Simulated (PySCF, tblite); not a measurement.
# C5H7NOSi: a rotation path, then NMR shifts on frames, part 2 of 2

tblite 0.8.0 and PySCF 2.14.0. Atoms count from 0.

### Step 5. NMR shieldings: image 5, PBE0/pcSseg-1

What the job is given:

```
{"job": {"kind": "nmr", "xc": "PBE0", "basis": "pcSseg-1", "pop": false}, "charge": 0, "multiplicity": 1}
Si    -2.737400     0.164400    -0.738000
O     -1.650500    -0.579900     0.222000
C     -0.337400    -0.346800     0.353800
C      0.529400    -0.564500    -0.718800
C      1.864300    -0.258100    -0.553500
C      2.294500     0.231800     0.673100
C      1.359600     0.364100     1.683700
N      0.073600     0.091500     1.530200
H     -3.920500    -0.619600    -0.435100
H     -2.808800     1.579900    -0.378900
H     -2.328700     0.065100    -2.144400
H      0.136600    -0.948200    -1.646800
H      2.558300    -0.391900    -1.370800
H      3.325800     0.501800     0.833800
H      1.636700     0.718500     2.667800
```

Level: GIAO PBE0/pcSseg-1 NMR shielding, non-relativistic, gas phase.

Log:

```text
coarse grid: 13544 points
cycle   1  E = -613.5423661488  dE =  1.471e+00  |g| = 6.757e-01  |ddm| = 3.727e+00
cycle   2  E = -613.4618935023  dE =  8.047e-02  |g| = 9.621e-01  |ddm| = 1.277e+00
cycle   3  E = -613.6268026897  dE = -1.649e-01  |g| = 1.046e-01  |ddm| = 8.072e-01
cycle   4  E = -613.6286432464  dE = -1.841e-03  |g| = 4.694e-02  |ddm| = 1.202e-01
cycle   5  E = -613.6291410809  dE = -4.978e-04  |g| = 1.371e-02  |ddm| = 5.083e-02
cycle   6  E = -613.6291862578  dE = -4.518e-05  |g| = 4.509e-03  |ddm| = 1.712e-02
cycle   7  E = -613.6291906711  dE = -4.413e-06  |g| = 1.447e-03  |ddm| = 4.599e-03
final grid: 127776 points
cycle   8  E = -613.6838032296  dE = -2.165e-05  |g| = 9.989e-03  |ddm| = 3.115e-02
cycle   9  E = -613.6837763399  dE =  2.689e-05  |g| = 1.570e-02  |ddm| = 1.948e-02
cycle  10  E = -613.6838223389  dE = -4.600e-05  |g| = 1.283e-03  |ddm| = 1.201e-02
cycle  11  E = -613.6838227158  dE = -3.769e-07  |g| = 3.013e-04  |ddm| = 1.315e-03
cycle  12  E = -613.6838227324  dE = -1.655e-08  |g| = 1.518e-04  |ddm| = 3.896e-04
cycle  13  E = -613.6838227380  dE = -5.673e-09  |g| = 2.930e-05  |ddm| = 1.632e-04
cycle  14  E = -613.6838227382  dE = -1.878e-10  |g| = 9.443e-06  |ddm| = 3.202e-05
converged SCF energy = -613.6838227382

GIAO shielding tensors (ppm)
atom      isotropic    diamagn.    paramagn.     s11        s22        s33       span
  0 Si     384.493     880.201    -495.708    346.171    349.544    457.765    111.594
  1 O      223.949     399.240    -175.291    145.997    233.789    292.062    146.064
  2 C       17.908     249.532    -231.624    -79.025     30.462    102.287    181.312
  3 C       70.391     257.480    -187.089    -21.129     60.905    171.397    192.526
  4 C       42.426     253.047    -210.622    -71.857     21.119    178.015    249.871
  5 C       64.155     258.061    -193.905    -45.797     57.949    180.313    226.110
  6 C       31.173     249.837    -218.664    -74.375     24.076    143.817    218.191
  7 N      -63.594     332.969    -396.563   -330.371   -122.859    262.449    592.820
  8 H       26.580      28.866      -2.286     23.359     24.786     31.595      8.237
  9 H       26.722      29.482      -2.760     23.192     25.364     31.609      8.417
 10 H       26.467      29.876      -3.409     22.553     25.992     30.857      8.303
 11 H       24.731      33.463      -8.732     20.763     24.206     29.223      8.461
 12 H       23.792      30.737      -6.945     20.813     23.621     26.943      6.130
 13 H       24.633      30.321      -5.687     22.303     24.422     27.175      4.872
 14 H       23.019      29.273      -6.254     18.774     23.936     26.346      7.573
```

It took 22 s on 1 thread of Arm Neoverse V1, shared host; peak memory 0.84 GiB.

Key values: δ C2 169.0, C6 155.8, C4 144.5, C5 122.8, H14 8.70, H12 7.92 ppm.

### Step 6. Shielding tensors: image 6, PBE0/pcSseg-1

What the job is given:

```
{"job": {"kind": "nmr", "xc": "PBE0", "basis": "pcSseg-1", "pop": false}, "charge": 0, "multiplicity": 1}
Si    -2.731300     0.085600    -0.807100
O     -1.673300    -0.421400     0.325600
C     -0.349100    -0.253300     0.419200
C      0.472400    -0.380400    -0.702800
C      1.823200    -0.142500    -0.559700
C      2.316200     0.195400     0.693900
C      1.423300     0.245700     1.749200
N      0.123300     0.034000     1.620200
H     -3.958000    -0.493900    -0.294200
H     -2.688800     1.547000    -0.856700
H     -2.391900    -0.429500    -2.139100
H      0.035800    -0.649900    -1.650400
H      2.480000    -0.214700    -1.414600
H      3.362500     0.409700     0.840300
H      1.751300     0.476400     2.754300
```

Level: GIAO PBE0/pcSseg-1 NMR shielding, non-relativistic, gas phase.

Log:

```text
coarse grid: 13544 points
cycle   1  E = -613.5420614601  dE =  1.474e+00  |g| = 6.743e-01  |ddm| = 3.735e+00
cycle   2  E = -613.4608787574  dE =  8.118e-02  |g| = 9.624e-01  |ddm| = 1.312e+00
cycle   3  E = -613.6262127766  dE = -1.653e-01  |g| = 1.077e-01  |ddm| = 8.349e-01
cycle   4  E = -613.6282008669  dE = -1.988e-03  |g| = 4.748e-02  |ddm| = 1.247e-01
cycle   5  E = -613.6287166280  dE = -5.158e-04  |g| = 1.420e-02  |ddm| = 5.340e-02
cycle   6  E = -613.6287658793  dE = -4.925e-05  |g| = 4.652e-03  |ddm| = 1.795e-02
cycle   7  E = -613.6287704881  dE = -4.609e-06  |g| = 1.477e-03  |ddm| = 4.643e-03
final grid: 127776 points
cycle   8  E = -613.6839362793  dE = -2.228e-05  |g| = 1.023e-02  |ddm| = 3.327e-02
cycle   9  E = -613.6839071371  dE =  2.914e-05  |g| = 1.622e-02  |ddm| = 2.023e-02
cycle  10  E = -613.6839563711  dE = -4.923e-05  |g| = 1.301e-03  |ddm| = 1.259e-02
cycle  11  E = -613.6839567617  dE = -3.906e-07  |g| = 2.982e-04  |ddm| = 1.355e-03
cycle  12  E = -613.6839567779  dE = -1.617e-08  |g| = 1.532e-04  |ddm| = 3.908e-04
cycle  13  E = -613.6839567837  dE = -5.804e-09  |g| = 3.136e-05  |ddm| = 1.670e-04
cycle  14  E = -613.6839567839  dE = -2.183e-10  |g| = 9.851e-06  |ddm| = 3.458e-05
converged SCF energy = -613.6839567839

GIAO shielding tensors (ppm)
atom      isotropic    diamagn.    paramagn.     s11        s22        s33       span
  0 Si     390.047     879.919    -489.872    349.220    361.710    459.212    109.992
  1 O      223.298     398.357    -175.058    128.195    248.087    293.613    165.418
  2 C       18.387     249.128    -230.741    -77.981     30.448    102.695    180.676
  3 C       73.134     259.231    -186.097    -18.155     63.241    174.318    192.473
  4 C       42.692     252.752    -210.060    -71.927     21.780    178.225    250.152
  5 C       64.827     257.996    -193.169    -44.562     58.761    180.282    224.844
  6 C       31.034     249.696    -218.662    -74.621     24.081    143.643    218.264
  7 N      -63.362     332.739    -396.101   -331.779   -120.282    261.974    593.753
  8 H       26.608      28.735      -2.127     22.986     25.157     31.681      8.695
  9 H       26.742      29.456      -2.714     23.559     25.067     31.599      8.040
 10 H       26.309      29.690      -3.381     22.529     25.713     30.684      8.154
 11 H       24.800      34.205      -9.405     20.427     24.292     29.681      9.254
 12 H       23.814      30.898      -7.085     20.834     23.606     27.001      6.167
 13 H       24.677      30.279      -5.602     22.338     24.480     27.213      4.875
 14 H       23.034      29.058      -6.024     18.783     23.951     26.367      7.585
```

Wall time 22 s (1 thread of Arm Neoverse V1, shared host); peak memory 0.84 GiB.

In short: δ C2 168.5, C6 155.9, C4 144.2, C5 122.1, H14 8.68, H12 7.90 ppm.

### Step 7. NMR shieldings: image 8, PBE0/pcSseg-1

What the job is given:

```
{"job": {"kind": "nmr", "xc": "PBE0", "basis": "pcSseg-1", "pop": false}, "charge": 0, "multiplicity": 1}
Si    -2.770800    -0.082900    -0.854400
O     -1.674500    -0.061700     0.348500
C     -0.344900    -0.017000     0.419400
C      0.463100     0.023800    -0.719900
C      1.832400     0.068800    -0.551500
C      2.355900     0.071800     0.734600
C      1.467200     0.029300     1.793900
N      0.154800    -0.014300     1.645700
H     -3.990300    -0.134600    -0.069800
H     -2.650400     1.125000    -1.674600
H     -2.570600    -1.256100    -1.708700
H      0.008500     0.019800    -1.698200
H      2.484200     0.100200    -1.412700
H      3.419700     0.105500     0.906200
H      1.811400     0.030700     2.819500
```

Method: GIAO PBE0/pcSseg-1 NMR shielding, non-relativistic, gas phase.

Log:

```text
coarse grid: 13544 points
cycle   1  E = -613.5433267111  dE =  1.478e+00  |g| = 6.741e-01  |ddm| = 3.741e+00
cycle   2  E = -613.4617976157  dE =  8.153e-02  |g| = 9.624e-01  |ddm| = 1.372e+00
cycle   3  E = -613.6274328626  dE = -1.656e-01  |g| = 1.102e-01  |ddm| = 8.874e-01
cycle   4  E = -613.6295450082  dE = -2.112e-03  |g| = 4.824e-02  |ddm| = 1.287e-01
cycle   5  E = -613.6300866026  dE = -5.416e-04  |g| = 1.466e-02  |ddm| = 5.643e-02
cycle   6  E = -613.6301397034  dE = -5.310e-05  |g| = 4.765e-03  |ddm| = 1.843e-02
cycle   7  E = -613.6301444379  dE = -4.735e-06  |g| = 1.471e-03  |ddm| = 4.591e-03
final grid: 127776 points
cycle   8  E = -613.6847040277  dE = -2.102e-05  |g| = 1.020e-02  |ddm| = 3.247e-02
cycle   9  E = -613.6846748994  dE =  2.913e-05  |g| = 1.619e-02  |ddm| = 2.046e-02
cycle  10  E = -613.6847241337  dE = -4.923e-05  |g| = 1.290e-03  |ddm| = 1.291e-02
cycle  11  E = -613.6847245204  dE = -3.868e-07  |g| = 2.775e-04  |ddm| = 1.359e-03
cycle  12  E = -613.6847245341  dE = -1.366e-08  |g| = 1.437e-04  |ddm| = 3.597e-04
cycle  13  E = -613.6847245393  dE = -5.159e-09  |g| = 3.388e-05  |ddm| = 1.586e-04
cycle  14  E = -613.6847245395  dE = -2.665e-10  |g| = 9.726e-06  |ddm| = 3.793e-05
converged SCF energy = -613.6847245395

GIAO shielding tensors (ppm)
atom      isotropic    diamagn.    paramagn.     s11        s22        s33       span
  0 Si     393.896     879.709    -485.813    355.341    364.185    462.162    106.820
  1 O      218.235     397.472    -179.236    114.073    252.093    288.540    174.467
  2 C       19.490     248.189    -228.699    -74.844     30.130    103.184    178.028
  3 C       75.223     260.860    -185.637    -13.950     69.735    169.884    183.833
  4 C       42.578     252.437    -209.860    -71.580     21.443    177.870    249.451
  5 C       65.100     257.998    -192.899    -45.174     60.309    180.165    225.339
  6 C       30.866     249.657    -218.792    -75.679     24.648    143.628    219.308
  7 N      -62.402     332.743    -395.145   -328.415   -120.328    261.537    589.952
  8 H       26.560      28.566      -2.007     22.474     25.467     31.737      9.263
  9 H       26.532      29.418      -2.886     23.602     24.845     31.148      7.546
 10 H       26.530      29.415      -2.885     23.597     24.847     31.146      7.549
 11 H       25.235      34.636      -9.401     21.092     24.943     29.671      8.579
 12 H       23.815      30.841      -7.026     20.778     23.606     27.061      6.283
 13 H       24.656      30.202      -5.547     22.294     24.468     27.205      4.911
 14 H       23.015      28.989      -5.975     18.710     23.937     26.397      7.686
```

Run time: 22 s. Hardware: 1 thread of Arm Neoverse V1, shared host; peak memory 0.84 GiB.

This run: δ C2 167.4, C6 156.1, C4 144.3, C5 121.8, H14 8.70, H12 7.90 ppm.

### Step 8. Side by side: NMR shifts

Shifts (ppm) of some atoms, chosen among heavy atoms and hydrogens apart, with basis size and wall time:

```
  frame     C6     C3   H10    H9    Si0     O1     N7  functions  time
image 0  154.0  116.8  5.12  5.12  -43.1  128.0  309.6        178  22 s
image 2  154.2  118.3  4.83  5.69  -40.4  117.0  316.6        178  21 s
image 5  155.8  116.5  5.25  5.00  -35.3  112.1  331.3        178  22 s
image 6  155.9  113.8  5.41  4.97  -40.9  112.8  331.1        178  22 s
image 8  156.1  111.7  5.19  5.19  -44.7  117.8  330.1        178  22 s
```

### Step 9. What came out

This closing draws on all 2 parts.

| quantity | value |
| --- | --- |
| barrier | 0.197 eV (4.5 kcal/mol) at image 5 |
| end to end (GFN2-xTB) | 0.139 eV |
| ¹³C shifts against TMS (PBE0/pcSseg-1, image 0) | 168.9, 154.0, 145.5, 121.2, 116.8 ppm |
| ¹H shifts against TMS (PBE0/pcSseg-1, image 0) | 8.53, 7.96, 7.06, 7.04, 5.12, 5.12, 4.77 ppm |
| ²⁹Si shifts against TMS (PBE0/pcSseg-1, image 0) | -43.1 ppm |
| ¹⁷O shifts against H2O (PBE0/pcSseg-1, image 0) | 128.0 ppm |
| ¹⁵N shifts against NH3 (PBE0/pcSseg-1, image 0) | 309.6 ppm |
| range of the shift of N7 | 309.6 to 331.3 ppm |

What this shows: Along the band the dihedral turns by 180°, and the top (dihedral 295°) lies 4.5 kcal/mol above the start (GFN2-xTB, rough), so at room temperature this motion is fast. The top was not checked by a frequency run. Shifts at one fixed geometry are not the observed spectrum, which averages over the motion. In the first frame run (image 0): Shielding is most anisotropic at N7 (span 520 ppm, paramagnetic term -379 ppm). NICS(1)zz of -26 ppm above the planar ring from C2 marks a diatropic (aromatic) ring current. Across the 5 runs the shift of N7 moves most, between 309.6 (image 0) and 331.3 ppm (image 5).
